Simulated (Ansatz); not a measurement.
Al, space group Im-3m: an equation of state with a fit, run with the Ansatz DFT code, driven from Python.

Script `al_eos.py`:
```python
'''Equation of state of Al.'''

import warnings

import ansatz as az
import numpy as np
from pymatgen.analysis.eos import EOS

SMEARING = 'Fermi-Dirac'
XC = 'pbesol'
CUTOFF_EV = 500
KMESH = (13, 13, 13)

vectors0 = np.array([
    [-1.59121869, 1.59121869, 1.59121869],
    [1.59121869, -1.59121869, 1.59121869],
    [1.59121869, 1.59121869, -1.59121869],
])
sites = [
    ('Al', (0.0, 0.0, 0.0)),
]


def on_lattice(cell):
    crystal = az.Crystal(lattice=az.Lattice.of(cell))
    for symbol, position in sites:
        crystal = crystal.atom(symbol, position)
    return crystal


def main() -> None:
    warnings.simplefilter('ignore', az.DeckWarning)

    # scale the volume, keep shape and fractions
    volumes, energies = [], []
    for scale in np.linspace(0.92, 1.08, 7):
        cell = vectors0 * scale ** (1 / 3)
        calculation = (
            on_lattice(cell).calculation()
            .pseudopotentials('paw')
            .occupations(SMEARING)
            .functional(XC)
            .basis(CUTOFF_EV)
            .kpoints(*KMESH)
        )
        data = calculation.run(threads=1).report
        volumes.append(abs(np.linalg.det(cell)) / len(sites))
        energies.append(data['free_energy_ev'] / len(sites))
        print(f'V = {volumes[-1]:8.4f} A^3/atom  F = {energies[-1]:.5f} eV/atom')

    for form in ['vinet']:
        fit = EOS(eos_name=form).fit(volumes, energies)
        print(f'{form:18s} V0 {fit.v0:8.4f} A^3/atom  B0 {fit.b0_GPa:7.1f} GPa  B1 {fit.b1:5.2f}')


if __name__ == '__main__':
    main()
```

Its results, one of them left out:

| V (Å³/atom) | F less the lowest row shown (meV/atom) |
| --- | --- |
| 14.826 | ? |
| 15.256 | 26.29 |
| 15.686 | 10.90 |
| 16.116 | 2.44 |
| 16.545 | 0.00 |
| 16.975 | 2.75 |
| 17.405 | 9.98 |

What is the missing energy at 14.826 Å³ an atom?

A third-order Birch-Murnaghan fit, E = E0 + (9 V0 B0 / 16) [(t - 1)³ B' + (t - 1)² (6 - 4t)] with t = (V0/V)^(2/3), through the 6 rows shown gives V0 = 16.523 Å³, B0 = 74.8 GPa, B' = 4.57 and E0 = -0.01 meV. At V = 14.826 Å³, t = 1.07490, and the fit extrapolates to 49.74 meV. The run gave 49.67 meV, a miss of 0.07 meV.

The mesh is modest for a metal, so energies can be off by several to tens of meV an atom and pressures by half a GPa or more; differences at equal mesh fare better. This isn't the structure that Al takes at ambient conditions. The whole script took 6.1 s on 1 thread of Intel(R) Xeon(R) Processor @ 2.30GHz (shared host), peak memory 0.53 GiB.
